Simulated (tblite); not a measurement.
# C8H14NP: the cost of one run

Computed with tblite 0.8.0 and PySCF 2.14.0, with density-fitted response routines of our own, on a single molecule in the gas phase. Atoms are numbered from 0 throughout.

### 1 The molecule as given

24 atoms, charge 0, multiplicity 1; geometry from: force field or distance geometry start.

Bonds of the start (Å): C0–C1 1.31, C1–C2 1.49, C2–C3 1.50, C3–C4 1.48, C3–P5 1.74, P5–N6 1.57, P5–C7 1.77, C7–C8 1.33, C8–C9 1.46, P5–C2 1.81, C0–H10 1.07, C0–H11 1.10, C1–H12 1.09, C2–H13 1.13, C3–H14 1.14, C4–H15 1.12, C4–H16 1.09, C4–H17 1.13, N6–H18 1.03, C7–H19 1.09, C8–H20 1.10, C9–H21 1.13, C9–H22 1.14, C9–H23 1.09.

### 2 Geometry optimisation with GFN2-xTB

Job settings and geometry (Å):

```
{"job": {"kind": "relax", "xc": "GFN2-xTB", "basis": "xTB"}, "charge": 0, "multiplicity": 1}
C     -1.869700     2.422300    -0.197000
C     -2.264500     1.175500    -0.196200
C     -1.360600     0.015900    -0.425800
C     -1.547600    -1.154300     0.495000
C     -1.661300    -2.462700    -0.190300
P     -0.086200    -0.273500     0.833100
N     -0.136200     0.744600     2.027300
C      1.503200    -0.582100     0.124300
C      2.432200     0.371200     0.211800
C      3.777600     0.227000    -0.344100
H     -0.876600     2.773900    -0.382800
H     -2.632100     3.186000    -0.000900
H     -3.313000     0.964600     0.025200
H     -1.093600    -0.226700    -1.492400
H     -2.388300    -0.964100     1.238200
H     -1.975600    -2.260500    -1.241200
H     -0.801000    -3.129600    -0.106800
H     -2.533900    -3.029300     0.246800
H      0.390500     1.621000     1.904800
H      1.789600    -1.497200    -0.386300
H      2.149100     1.299800     0.726000
H      4.488600     0.148000     0.526800
H      4.082900     1.218200    -0.805200
H      3.914400    -0.568100    -1.082500
```

Command:

```bash
$ OMP_NUM_THREADS=1 python probes_run.py task.json out
```

The driver reads the jobs from task.json and runs them one after another.

Q: Estimate the wall time and peak memory of this first job on 1 thread of Arm Neoverse V1, shared host.

About 2.5 s, with a peak of 0.18 GiB.
